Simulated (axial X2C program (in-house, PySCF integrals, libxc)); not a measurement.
# ZrF: from the state search to constants

Aim: find the lowest determinant of ZrF, scan the bond at several levels and fit the constants, once spin-free and once with spin–orbit coupling.

Method: all-electron X2C, Zr dyall-cv3z, F dyall-av3z; program: an in-house X2C program for linear molecules on PySCF integrals.

All values are calculated.

**1. The job**

Contents of task.json:

```json
{"zs": [40, 9], "q": 0, "bas": ["dyall-cv3z", "dyall-av3z"], "levels": ["PBE0", "HF", "B97-3"], "cc": true, "r0": 2.18, "thr": -1.0, "nmax": 90, "npts": 10, "nst": 2, "ntry": 6}
```

Keys: zs atomic numbers; q charge; bas basis sets; levels methods (HF also brings MP2); cc coupled cluster on or off; r0 starting distance in Å; thr threshold in hartree for freezing inner shells (an s shell follows its p shell); nmax most natural virtual spinors; npts points asked for on the curve; nst determinants followed; ntry starts of the search.

Run with:

```bash
python so2c.py task.json out
```

Spin-free means the one-electron spin-free X2C Hamiltonian; two-component (2c) means X2C with spin–orbit coupling and atomic mean-field two-electron Coulomb and Gaunt terms. Basis: Zr dyall-cv3z contracted to [11s12p9d6f3g], F dyall-av3z contracted to [7s6p3d2f]; Gaussian nuclei, density fitting. Masses: Zr 89.905 u, F 18.998 u.

Notation: σ, π±, δ± give the projection m of an orbital's angular momentum (0, ±1, ±2), α and β its spin, Λ and M_S the sums; ω is the projection of a spinor's total angular momentum and Ω the sum. Logs are in hartree.

The results follow Hamiltonian by Hamiltonian and level by level.

**2. State search with PBE0**

PBE0 moves the distance from 2.180 Å to 1.885 Å and compares determinants there.

Spin-free determinants:

```json
{"ΔE (eV)": "0.00", "state": "M_S = 3/2, Λ = 0", "open shells": "beyond closed shells: σα, δ+α, δ-α"}
{"ΔE (eV)": "0.31", "state": "M_S = 1/2, Λ = 2", "open shells": "beyond closed shells: δ+α"}
{"ΔE (eV)": "0.46", "state": "M_S = 3/2, Λ = 3", "open shells": "beyond closed shells: σα, π+α, δ+α"}
{"ΔE (eV)": "0.56", "state": "M_S = 3/2, Λ = 1", "open shells": "beyond closed shells: σα, π-α, δ+α"}
{"ΔE (eV)": "0.82", "state": "M_S = 1/2, Λ = 0", "open shells": "beyond closed shells: σβ, δ+α, δ-α"}
{"ΔE (eV)": "1.15", "state": "M_S = 3/2, Λ = 2", "open shells": "beyond closed shells: 2 × σα, δ+α"}
{"ΔE (eV)": "1.20", "state": "M_S = 1/2, Λ = 3", "open shells": "beyond closed shells: σα, π+β, δ+α"}
```

Two-component determinants:

```tsv
ΔE (eV)	state	open shells
0.00	Ω = 3/2	excess of +ω over −ω: ω = 1/2, ω = -3/2, ω = 5/2
0.26	Ω = 3/2	excess of +ω over −ω: ω = 3/2
0.36	Ω = 5/2	excess of +ω over −ω: ω = 5/2
0.53	Ω = 9/2	excess of +ω over −ω: ω = 1/2, ω = 3/2, ω = 5/2
0.55	Ω = 1/2	excess of +ω over −ω: ω = 1/2
0.82	Ω = 1/2	excess of +ω over −ω: ω = -1/2, ω = -3/2, ω = 5/2
1.13	Ω = 1/2	excess of +ω over −ω: 2 × ω = -1/2, ω = 3/2
```

**3. PBE0, spin-free**

State followed: M_S = 3/2, Λ = 0 (beyond closed shells: σα, δ+α, δ-α). The scan is laid around 1.885 Å, a first estimate of the minimum, and this SCF restarts from the orbitals of the search.

The SCF at the reference distance of 1.885 Å:

```text
spin-free X2C-1e  PBE0
basis functions 215  fitting functions 1009  grid points 5077
iter        total energy     max residual
   1      -3697.969748746     6.72e-05
   2      -3697.969748749     3.59e-05
   3      -3697.969748765     2.42e-05
   4      -3697.969748767     2.08e-05
   5      -3697.969748768     1.90e-06
converged
one-electron -5310.11318642  Coulomb 1636.36374516  exact exchange -30.79645484  xc functional -94.48687439  nuclear repulsion 101.06302171
```

Along the bond, energies from the lowest point:

| R (Å) | E (eV) | μ (D) | HOMO (eV) | LUMO (eV) | iterations |
| --- | --- | --- | --- | --- | --- |
| 1.715 | 0.4350 | -2.05 | -4.02 | -1.54 | 33 |
| 1.772 | 0.1672 | -2.41 | -4.14 | -1.60 | 32 |
| 1.828 | 0.0325 | -2.76 | -4.25 | -1.66 | 30 |
| 1.885 | 0.0000 | -3.11 | -4.37 | -1.72 | 5 |
| 1.951 | 0.0588 | -3.52 | -4.50 | -1.81 | 30 |
| 2.017 | 0.1927 | -3.93 | -4.62 | -1.94 | 28 |
| 2.102 | 0.4387 | -4.45 | -4.78 | -2.11 | 28 |
| 2.205 | 0.8055 | -5.08 | -4.96 | -2.30 | 29 |

Dipoles are positive if F is the positive end.

Outer orbitals at the reference distance:

```json
{"symmetry": "σα", "occupied": "yes", "ε (eV)": "-35.37", "atomic character": "74% Zr p, 18% F s, 3% F p"}
{"symmetry": "σβ", "occupied": "yes", "ε (eV)": "-35.00", "atomic character": "70% Zr p, 22% F s, 3% F p"}
{"symmetry": "π+α", "occupied": "yes", "ε (eV)": "-34.14", "atomic character": "99% Zr p"}
{"symmetry": "π-α", "occupied": "yes", "ε (eV)": "-34.14", "atomic character": "99% Zr p"}
{"symmetry": "π-β", "occupied": "yes", "ε (eV)": "-32.17", "atomic character": "99% Zr p"}
{"symmetry": "π+β", "occupied": "yes", "ε (eV)": "-32.17", "atomic character": "99% Zr p"}
{"symmetry": "σα", "occupied": "yes", "ε (eV)": "-30.38", "atomic character": "63% F s, 23% Zr p, 6% Zr d"}
{"symmetry": "σβ", "occupied": "yes", "ε (eV)": "-30.31", "atomic character": "59% F s, 27% Zr p, 5% Zr d"}
{"symmetry": "σβ", "occupied": "yes", "ε (eV)": "-11.83", "atomic character": "85% F p, 9% Zr d, 2% Zr p"}
{"symmetry": "σα", "occupied": "yes", "ε (eV)": "-11.83", "atomic character": "84% F p, 10% Zr d, 2% Zr p"}
{"symmetry": "π-β", "occupied": "yes", "ε (eV)": "-11.43", "atomic character": "87% F p, 6% Zr d, 3% Zr f"}
{"symmetry": "π+β", "occupied": "yes", "ε (eV)": "-11.43", "atomic character": "87% F p, 6% Zr d, 3% Zr f"}
{"symmetry": "π-α", "occupied": "yes", "ε (eV)": "-11.38", "atomic character": "86% F p, 8% Zr d, 3% Zr f"}
{"symmetry": "π+α", "occupied": "yes", "ε (eV)": "-11.38", "atomic character": "86% F p, 8% Zr d, 3% Zr f"}
{"symmetry": "σα", "occupied": "yes", "ε (eV)": "-5.00", "atomic character": "70% Zr s, 12% Zr d, 7% F p"}
{"symmetry": "δ+α", "occupied": "yes", "ε (eV)": "-4.37", "atomic character": "99% Zr d"}
{"symmetry": "δ-α", "occupied": "yes", "ε (eV)": "-4.37", "atomic character": "99% Zr d"}
{"symmetry": "σβ", "occupied": "no", "ε (eV)": "-1.72", "atomic character": "77% Zr s, 13% Zr p, 4% F s"}
{"symmetry": "π-α", "occupied": "no", "ε (eV)": "-1.67", "atomic character": "56% Zr d, 39% Zr p, 3% F p"}
{"symmetry": "π+α", "occupied": "no", "ε (eV)": "-1.67", "atomic character": "56% Zr d, 39% Zr p, 3% F p"}
{"symmetry": "σα", "occupied": "no", "ε (eV)": "-1.41", "atomic character": "46% Zr p, 43% Zr d, 4% F p"}
```

PBE0 fields in the half plane through the axis: z from -2.4 to 4.2 Å across, distance from the axis 0.15 to 2.25 Å upwards; Zr lies at z = 0 and F at z = 1.885 Å; the ELF is damped to zero where the density is low.

log10 density (e/bohr³). Ten even steps from '0' (-5.77 ) to '9' (1.60 ):
```
23333444444333322211100
23334444444433333222100
33344445554444433332210
33344455555444444433211
33444556665555555443221
33445566766556666543321
33445677777667776554322
33445678987667887654322
```

ELF. Ten even steps from '0' (0.00 ) to '9' (0.87 ):
```
01245677764210000000000
12356777764210000000000
13445667764100000000000
23333346652101221100000
33211136752014654310000
43100158984038887521000
64101585257169999741000
74103994558379159852000
```

Re = 1.878 Å, ωe = 658 cm⁻¹, ωexe = 2.83 cm⁻¹, Be = 0.3048 cm⁻¹, De = 6.57 eV, μ = -3.07 D.

**4. HF, spin-free**

Output at 1.885 Å:

```text
spin-free X2C-1e  HF
basis functions 215  fitting functions 1009  grid points 5077
iter        total energy     max residual
   1      -3695.872238886     4.01e-01
   2      -3695.898662662     1.06e-02
   3      -3695.900020886     3.22e-02
   4      -3695.900588673     4.42e-03
   5      -3695.900738739     4.01e-03
   6      -3695.900837748     4.20e-03
   7      -3695.900862147     1.45e-03
   8      -3695.900866551     1.73e-04
   9      -3695.900866940     1.64e-04
  10      -3695.900866983     3.45e-05
  11      -3695.900866987     5.11e-06
  12      -3695.900866988     5.34e-06
  13      -3695.900866988     1.13e-06
converged
one-electron -5309.17407052  Coulomb 1635.49797770  exact exchange -123.28779588  xc functional 0.00000000  nuclear repulsion 101.06302171
```

Re = 1.913 Å, ωe = 633 cm⁻¹, ωexe = 2.62 cm⁻¹, Be = 0.2936 cm⁻¹, De = 4.71 eV, μ = -3.24 D.

**5. B97-3, spin-free**

Output at 1.885 Å:

```text
spin-free X2C-1e  B97-3
basis functions 215  fitting functions 1009  grid points 5077
iter        total energy     max residual
   1      -3698.060994619     3.24e-02
   2      -3698.061714134     2.83e-03
   3      -3698.061798737     3.62e-03
   4      -3698.061814819     8.37e-04
   5      -3698.061817325     6.11e-04
   6      -3698.061817740     6.91e-05
   7      -3698.061817783     6.87e-05
   8      -3698.061817793     2.18e-05
   9      -3698.061817798     2.94e-05
  10      -3698.061817799     1.65e-05
converged
one-electron -5310.21157315  Coulomb 1636.47446084  exact exchange -33.17606730  xc functional -92.21165990  nuclear repulsion 101.06302171
```

Re = 1.888 Å, ωe = 642 cm⁻¹, ωexe = 2.82 cm⁻¹, Be = 0.3014 cm⁻¹, De = 6.10 eV, μ = -3.05 D.

**6. Correlated methods, spin-free**

Correlated methods: 11 electrons correlated (frozen shells, counted by type: Zr 4 s, 3 p, 1 d; F 1 s), 307 virtual spinors in MP2, 89 natural virtuals in coupled cluster.

Output of the correlated part at 1.885 Å:

```text
correlated 11  virtual 307  natural virtual 89  E(MP2) -0.323377084  MP2 remainder -0.010973239
iter   CCSD correlation   residual
   1     -0.304532445   1.25e-01
   2     -0.312363055   6.38e-02
   3     -0.315308738   3.00e-02
   4     -0.315394381   1.83e-02
   5     -0.315607434   1.28e-02
   6     -0.315784492   7.35e-03
   7     -0.315781979   3.74e-03
   8     -0.315829447   1.58e-03
   9     -0.315826213   6.98e-04
  10     -0.315826043   2.94e-04
  11     -0.315822069   1.31e-04
  12     -0.315822175   5.82e-05
  13     -0.315821366   2.33e-05
  14     -0.315821292   1.04e-05
  15     -0.315821242   6.96e-06
  16     -0.315821156   5.31e-06
  17     -0.315821097   3.62e-06
  18     -0.315821051   2.19e-06
  19     -0.315820999   1.24e-06
  20     -0.315821013   6.06e-07
(T) -0.011034615  T1 0.0262  D1 0.0458  max T2 0.102
```

T1 in the output is the amplitude norm over the root of the electron number; divide by √2 for the Lee–Taylor value.

MP2: Re = 1.912 Å, ωe = 627 cm⁻¹, Be = 0.2941 cm⁻¹, De = 6.59 eV.

CCSD: Re = 1.912 Å, ωe = 629 cm⁻¹, ωexe = 2.63 cm⁻¹, Be = 0.2939 cm⁻¹, De = 6.01 eV. T1 at Re = 0.019 (Lee–Taylor, the printed value over √2).

CCSD(T): Re = 1.913 Å, ωe = 628 cm⁻¹, ωexe = 2.65 cm⁻¹, Be = 0.2936 cm⁻¹, De = 6.11 eV. T1 at Re = 0.019 (Lee–Taylor, the printed value over √2).

**7. A higher determinant, spin-free**

State: M_S = 1/2, Λ = 2 (beyond closed shells: δ+α).

Output at the reference distance:

```text
spin-free X2C-1e  PBE0
basis functions 215  fitting functions 1009  grid points 5077
iter        total energy     max residual
   1      -3697.958451700     9.03e-05
   2      -3697.958451726     4.32e-05
   3      -3697.958451743     1.91e-05
   4      -3697.958451743     2.05e-05
   5      -3697.958451748     8.23e-06
converged
one-electron -5306.46897331  Coulomb 1632.56917061  exact exchange -30.75567413  xc functional -94.36599664  nuclear repulsion 101.06302171
```

| R (Å) | E above the lowest PBE0 point (eV) |
| --- | --- |
| 1.715 | 0.597 |
| 1.772 | 0.380 |
| 1.828 | 0.294 |
| 1.885 | 0.307 |
| 1.951 | 0.415 |
| 2.017 | 0.592 |
| 2.102 | 0.884 |
| 2.205 | 1.292 |

Re = 1.847 Å, ωe = 698 cm⁻¹, ωexe = 3.25 cm⁻¹, Be = 0.315 cm⁻¹, μ = -1.34 D. ⟨S²⟩ = 0.83 against 0.75 for a pure state, so this determinant mixes spins. Te = 0.29 eV.

**8. The spin-free curves together**

Energy (eV) of the followed determinant, spin-free, from each level's lowest point:

| R (Å) | PBE0 | HF | MP2 | CCSD | CCSD(T) | B97-3 |
| --- | --- | --- | --- | --- | --- | --- |
| 1.715 | 0.435 | 0.620 | 0.600 | 0.609 | 0.612 | 0.479 |
| 1.772 | 0.167 | 0.282 | 0.271 | 0.276 | 0.278 | 0.197 |
| 1.828 | 0.033 | 0.086 | 0.082 | 0.084 | 0.085 | 0.047 |
| 1.885 | 0.000 | 0.000 | 0.000 | 0.000 | 0.000 | 0.000 |
| 1.951 | 0.059 | 0.006 | 0.008 | 0.007 | 0.006 | 0.042 |
| 2.017 | 0.193 | 0.096 | 0.098 | 0.097 | 0.095 | 0.160 |
| 2.102 | 0.439 | 0.297 | 0.296 | 0.296 | 0.292 | 0.386 |
| 2.205 | 0.806 | 0.623 | 0.616 | n/a | n/a | 0.731 |

**9. PBE0, 2c**

State followed: Ω = 3/2 (excess of +ω over −ω: ω = 1/2, ω = -3/2, ω = 5/2). The scan is laid around 1.885 Å, a first estimate of the minimum, and this SCF restarts from the orbitals of the search.

Output at 1.885 Å:

```text
two-component X2C + atomic mean field  PBE0
basis functions 215  fitting functions 1009  grid points 5077
iter        total energy     max residual
   1      -3696.579604507     2.65e-05
   2      -3696.579604512     9.14e-06
converged
one-electron -5306.43594740  Coulomb 1635.62632070  exact exchange -30.78286682  xc functional -94.44568092  nuclear repulsion 101.06302171  atomic mean-field constant -1.60445180
```

Along the bond, energies from the lowest point:

| R (Å) | E (eV) | μ (D) | HOMO (eV) | LUMO (eV) | iterations |
| --- | --- | --- | --- | --- | --- |
| 1.715 | 0.4345 | -2.05 | -3.98 | -1.54 | 31 |
| 1.772 | 0.1669 | -2.40 | -4.09 | -1.60 | 29 |
| 1.828 | 0.0324 | -2.76 | -4.21 | -1.66 | 29 |
| 1.885 | 0.0000 | -3.11 | -4.32 | -1.73 | 2 |
| 1.951 | 0.0589 | -3.52 | -4.45 | -1.84 | 29 |
| 2.017 | 0.1929 | -3.93 | -4.58 | -1.97 | 27 |
| 2.102 | 0.4389 | -4.45 | -4.73 | -2.14 | 28 |
| 2.205 | 0.8057 | -5.09 | -4.91 | -2.33 | 28 |

Dipoles are positive if F is the positive end.

Outer spinors at the reference distance:

```
   ω  occupied  ε (eV)              atomic character     λ mixture
-1/2       yes  -34.18             82% Zr p, 14% F s  58% π, 42% σ
 3/2       yes  -33.54                      99% Zr p        100% π
 1/2       yes  -32.64              92% Zr p, 6% F s   91% π, 9% σ
-3/2       yes  -31.56                      99% Zr p        100% π
 1/2       yes  -30.30    59% F s, 28% Zr p, 5% Zr d   97% σ, 3% π
-1/2       yes  -30.26    57% F s, 30% Zr p, 5% Zr d   99% σ, 1% π
-1/2       yes  -11.83     85% F p, 9% Zr d, 2% Zr p        100% σ
 1/2       yes  -11.83    84% F p, 10% Zr d, 2% Zr p        100% σ
 1/2       yes  -11.45     87% F p, 6% Zr d, 3% Zr f        100% π
-3/2       yes  -11.41     87% F p, 6% Zr d, 3% Zr f        100% π
-1/2       yes  -11.40     86% F p, 8% Zr d, 3% Zr f        100% π
 3/2       yes  -11.36     86% F p, 8% Zr d, 3% Zr f        100% π
 1/2       yes   -4.99    70% Zr s, 12% Zr d, 7% F p        100% σ
-3/2       yes   -4.42                      99% Zr d        100% δ
 5/2       yes   -4.32                      99% Zr d        100% δ
-1/2        no   -1.73   64% Zr s, 18% Zr p, 9% Zr d  84% σ, 16% π
-1/2        no   -1.69  48% Zr d, 34% Zr p, 12% Zr s  84% π, 16% σ
 3/2        no   -1.64    56% Zr d, 39% Zr p, 3% F p        100% π
 1/2        no   -1.41    46% Zr p, 43% Zr d, 5% F p        100% σ
```

PBE0 fields in the half plane through the axis: z from -2.4 to 4.2 Å across, distance from the axis 0.15 to 2.25 Å upwards; Zr lies at z = 0 and F at z = 1.885 Å; the ELF is damped to zero where the density is low.

log10 density (e/bohr³). Ten even steps from '0' (-5.77 ) to '9' (1.60 ):
```
23333444444333322211100
23334444444433333222100
33344445554444443332210
33344455555444444433211
33444556665555555443221
33445566766556666543321
33445677777667776554322
33445678987667887654322
```

ELF. Ten even steps from ' ' (0.00 ) to '@' (0.87 ):
```
  ..::==++**######**==::..                    
..::--++**########**==::..                    
..--====++****####**==..                      
::----------==****++::..  ..::::....          
----::......--**##++::  ..==**++==--..        
==--..    ..++%%@@%%==  --%%%%%%##++::..      
**==..  ..++%%++::++##..**@@@@@@@@##==..      
##==    --@@@@==++++%%--##@@..++@@%%++::      
```

Re = 1.878 Å, ωe = 658 cm⁻¹, ωexe = 2.83 cm⁻¹, Be = 0.3048 cm⁻¹, De = 6.56 eV, μ = -3.07 D.

**10. HF, 2c**

Output at 1.885 Å:

```text
two-component X2C + atomic mean field  HF
basis functions 215  fitting functions 1009  grid points 5077
iter        total energy     max residual
   1      -3694.482524042     4.00e-01
   2      -3694.508952510     1.06e-02
   3      -3694.510313443     3.22e-02
   4      -3694.510881242     4.41e-03
   5      -3694.511031027     4.01e-03
   6      -3694.511130067     4.20e-03
   7      -3694.511154528     1.45e-03
   8      -3694.511158952     1.73e-04
   9      -3694.511159347     1.66e-04
  10      -3694.511159392     3.53e-05
  11      -3694.511159398     6.59e-06
  12      -3694.511159399     8.79e-06
  13      -3694.511159399     2.66e-06
converged
one-electron -5305.49629112  Coulomb 1634.76003975  exact exchange -123.23347795  xc functional 0.00000000  nuclear repulsion 101.06302171  atomic mean-field constant -1.60445180
```

Re = 1.913 Å, ωe = 633 cm⁻¹, ωexe = 2.62 cm⁻¹, Be = 0.2936 cm⁻¹, De = 4.72 eV, μ = -3.24 D.

**11. B97-3, 2c**

The SCF at the reference distance of 1.885 Å:

```text
two-component X2C + atomic mean field  B97-3
basis functions 215  fitting functions 1009  grid points 5077
iter        total energy     max residual
   1      -3696.671078873     3.26e-02
   2      -3696.671801603     2.84e-03
   3      -3696.671886631     3.62e-03
   4      -3696.671903040     8.41e-04
   5      -3696.671905666     6.22e-04
   6      -3696.671906093     1.33e-04
   7      -3696.671906100     1.66e-04
   8      -3696.671906146     7.40e-05
   9      -3696.671906172     4.47e-05
  10      -3696.671906175     4.09e-05
  11      -3696.671906176     2.65e-05
  12      -3696.671906178     8.09e-06
converged
one-electron -5306.53585560  Coulomb 1635.73859825  exact exchange -33.16143939  xc functional -92.17177936  nuclear repulsion 101.06302171  atomic mean-field constant -1.60445180
```

Re = 1.888 Å, ωe = 642 cm⁻¹, ωexe = 2.82 cm⁻¹, Be = 0.3014 cm⁻¹, De = 6.10 eV, μ = -3.05 D.

**12. MP2 and beyond, 2c**

Correlated methods: 11 electrons correlated (frozen shells, counted by type: Zr 4 s, 3 p, 1 d; F 1 s), 307 virtual spinors in MP2, 90 natural virtuals in coupled cluster.

Output of the correlated part at 1.885 Å:

```text
correlated 11  virtual 307  natural virtual 90  E(MP2) -0.323363424  MP2 remainder -0.010836732
iter   CCSD correlation   residual
   1     -0.304649282   1.25e-01
   2     -0.312488681   6.39e-02
   3     -0.315441165   2.99e-02
   4     -0.315523463   1.82e-02
   5     -0.315733523   1.27e-02
   6     -0.315909869   7.32e-03
   7     -0.315906493   3.71e-03
   8     -0.315952979   1.56e-03
   9     -0.315949799   6.93e-04
  10     -0.315949618   2.93e-04
  11     -0.315945710   1.30e-04
  12     -0.315945833   5.80e-05
  13     -0.315945023   2.33e-05
  14     -0.315944946   1.05e-05
  15     -0.315944895   6.97e-06
  16     -0.315944810   5.31e-06
  17     -0.315944754   3.61e-06
  18     -0.315944709   2.19e-06
  19     -0.315944657   1.24e-06
  20     -0.315944671   6.15e-07
(T) -0.011068008  T1 0.0262  D1 0.0455  max T2 0.102
```

MP2: Re = 1.912 Å, ωe = 627 cm⁻¹, Be = 0.2941 cm⁻¹, De = 6.57 eV.

CCSD: Re = 1.912 Å, ωe = 629 cm⁻¹, ωexe = 2.55 cm⁻¹, Be = 0.294 cm⁻¹, De = 5.99 eV. T1 at Re = 0.019 (Lee–Taylor, the printed value over √2).

CCSD(T): Re = 1.913 Å, ωe = 629 cm⁻¹, Be = 0.2936 cm⁻¹, De = 6.09 eV. T1 at Re = 0.019 (Lee–Taylor, the printed value over √2).

**13. A higher determinant, 2c**

State: Ω = 3/2 (excess of +ω over −ω: ω = 3/2).

Output at the reference distance:

```text
two-component X2C + atomic mean field  PBE0
basis functions 215  fitting functions 1009  grid points 5077
iter        total energy     max residual
   1      -3696.569918306     8.29e-05
   2      -3696.569918365     5.71e-05
   3      -3696.569918453     5.69e-05
   4      -3696.569918541     5.41e-05
   5      -3696.569918575     1.26e-05
   6      -3696.569918582     7.82e-06
converged
one-electron -5302.82856643  Coulomb 1631.86801009  exact exchange -30.74228699  xc functional -94.32564517  nuclear repulsion 101.06302171  atomic mean-field constant -1.60445180
```

| R (Å) | E above the lowest PBE0 point (eV) |
| --- | --- |
| 1.715 | 0.555 |
| 1.772 | 0.337 |
| 1.828 | 0.251 |
| 1.885 | 0.264 |
| 1.951 | 0.371 |
| 2.017 | 0.547 |
| 2.102 | 0.838 |
| 2.205 | 1.245 |

Re = 1.848 Å, ωe = 697 cm⁻¹, ωexe = 3.26 cm⁻¹, Be = 0.3149 cm⁻¹, μ = -1.35 D. Te = 0.25 eV.

**14. The 2c curves together**

Energy (eV) of the followed determinant, 2c, from each level's lowest point:

| R (Å) | PBE0 | HF | MP2 | CCSD | CCSD(T) | B97-3 |
| --- | --- | --- | --- | --- | --- | --- |
| 1.715 | 0.434 | 0.620 | 0.600 | 0.606 | 0.611 | 0.478 |
| 1.772 | 0.167 | 0.282 | 0.271 | 0.274 | 0.277 | 0.196 |
| 1.828 | 0.032 | 0.086 | 0.082 | 0.083 | 0.085 | 0.047 |
| 1.885 | 0.000 | 0.000 | 0.000 | 0.000 | 0.000 | 0.000 |
| 1.951 | 0.059 | 0.006 | 0.008 | 0.007 | 0.006 | 0.042 |
| 2.017 | 0.193 | 0.095 | 0.098 | 0.098 | 0.095 | 0.160 |
| 2.102 | 0.439 | 0.296 | 0.296 | 0.297 | 0.293 | 0.386 |
| 2.205 | 0.806 | 0.623 | 0.616 | n/a | n/a | 0.731 |

Time for the job: 3.5 min (1 thread of Arm Neoverse V2, shared host); peak memory 0.74 GiB.

**15. What came out**

Lowest determinant that the search found at its distance, spin-free: M_S = 3/2, Λ = 0 (beyond closed shells: σα, δ+α, δ-α).

Lowest determinant that the search found at its distance, 2c: Ω = 3/2 (excess of +ω over −ω: ω = 1/2, ω = -3/2, ω = 5/2).

| Hamiltonian | level | Re (Å) | ωe (cm⁻¹) | De (eV) | μ (D) |
| --- | --- | --- | --- | --- | --- |
| spin-free | PBE0 | 1.878 | 658 | 6.57 | -3.07 |
| spin-free | HF | 1.913 | 633 | 4.71 | -3.24 |
| spin-free | MP2 | 1.912 | 627 | 6.59 | n/a |
| spin-free | CCSD | 1.912 | 629 | 6.01 | n/a |
| spin-free | CCSD(T) | 1.913 | 628 | 6.11 | n/a |
| spin-free | B97-3 | 1.888 | 642 | 6.10 | -3.05 |
| 2c | PBE0 | 1.878 | 658 | 6.56 | -3.07 |
| 2c | HF | 1.913 | 633 | 4.72 | -3.24 |
| 2c | MP2 | 1.912 | 627 | 6.57 | n/a |
| 2c | CCSD | 1.912 | 629 | 5.99 | n/a |
| 2c | CCSD(T) | 1.913 | 629 | 6.09 | n/a |
| 2c | B97-3 | 1.888 | 642 | 6.10 | -3.05 |

Dipoles are positive if F is the positive end.

Time per point (s) on 1 thread of Arm Neoverse V2, shared host (2c runs; CCSD comes with the CCSD(T) run); the times are rough: PBE0 1.5, HF 1.2, MP2 1.5, CCSD(T) 5.6, B97-3 1.6.

What this shows: At CCSD(T), going from spin-free to two-component changes Re by 0 mÅ, ωe by +0.2 %, which is small (part of it comes from the scalar share of the two-electron terms). De moves by -0.03 eV; both De rest on single-determinant atoms, which can miss part of an open shell's spin–orbit lowering.

De refers to Zr + F, each in the lowest determinant found, which need not be this curve's own limit. Each curve is one determinant whose occupation by symmetry is held fixed; it was picked as the lowest of a PBE0 search that is not exhaustive. Dissociation energies refer to the lowest single-determinant-based atoms at the same level and basis. Density functionals use the spin component along the axis (collinear). CCSD and (T) use frozen natural virtuals with an MP2 correction for the truncation. With several unpaired electrons one determinant need not be a pure state. With the outer-core shells frozen, correlated bond lengths of heavy atoms tend to come out a few hundredths of an ångström too long.
